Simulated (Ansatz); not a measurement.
# CHF3Se (SMILES FC(F)(F)[SeH]): functionals against CCSD(T) at one geometry

One table from this session's results is given with a row withheld; the runs are named, their logs left out.

Method: single points in def2-TZVPP; program: Ansatz 0.2.0, Gaussian basis.

Cores are frozen in the correlated methods. Filled d shells of the heavier atoms are correlated.

## The system as given

SMILES `FC(F)(F)[SeH]`, 6 atoms, charge 0, spin multiplicity 1.

Atoms are counted from 1 here; the program's logs count them from 0.

Bond lengths: F1–C2 1.375 Å, C2–F3 1.333 Å, C2–F4 1.353 Å, C2–Se5 1.914 Å, Se5–H6 1.458 Å. Angles: F1–C2–F3 106.5°, F1–C2–F4 101.9°, F1–C2–Se5 111.5°, F3–C2–F4 107.9°, F3–C2–Se5 113.8°, F4–C2–Se5 114.2°, C2–Se5–H6 94.4°.

As a file:

```mol
CHF3Se
  3D, bonds by distance, orders not assigned

  6  5  0  0  0  0  0  0  0  0999 V2000
    0.6708   -0.9902    1.2585 F   0  0
    0.2261   -0.3656    0.1168 C   0  0
   -0.4596   -1.2784   -0.5710 F   0  0
    1.3836   -0.1302   -0.5421 F   0  0
   -0.7794    1.2105    0.5264 Se  0  0
   -0.9452    1.6034   -0.8680 H   0  0
  1  2  8  0
  2  3  8  0
  2  4  8  0
  2  5  8  0
  5  6  8  0
M  END
```

Set-up of the first run:

run/in.yaml reads:

```yaml
crystal:
  periodic: [false, false, false]
  atoms:
    - {symbol: F, position_ang: [0.670800, -0.990200, 1.258500]}
    - {symbol: C, position_ang: [0.226100, -0.365600, 0.116800]}
    - {symbol: F, position_ang: [-0.459600, -1.278400, -0.571000]}
    - {symbol: F, position_ang: [1.383600, -0.130200, -0.542100]}
    - {symbol: Se, position_ang: [-0.779400, 1.210500, 0.526400]}
    - {symbol: H, position_ang: [-0.945200, 1.603400, -0.868000]}
basis:
  gaussian: {orbitals: def2-TZVPP}
correlation: {method: ccsd_t}
```

Started as:

```
> ansatz run in.yaml --threads 8 --pin off --events-out ev --progress --plain --max-ram 10444MiB
```

Steps of the session up to this table: CCSD(T)/def2-TZVPP; PBE0-D4/def2-TZVPP; wB97M-V/def2-TZVPP; r2SCAN-D4/def2-TZVPP; PBE-D4/def2-TZVPP; r2SCAN0-D4/def2-TZVPP; r2SCANh-D4/def2-TZVPP.

One table of the session follows, with a row left open; its other results are not shown here.

| method | RMS force component (eV/Å) | dipole (D) |
| --- | --- | --- |
| PBE0-D4 | 0.818 | 1.95 |
| wB97M-V | ? | ? |
| r2SCAN-D4 | 0.726 | 1.84 |
| PBE-D4 | 0.722 | 1.76 |
| r2SCAN0-D4 | 0.885 | 2.00 |
| r2SCANh-D4 | 0.778 | 1.90 |

Q: Estimate the row for wB97M-V from the others.

As computed: RMS force component (eV/Å): 0.724; dipole (D): 2.01. In the column «RMS force component (eV/Å)» it lies between PBE-D4 (0.722) and r2SCAN-D4 (0.726).
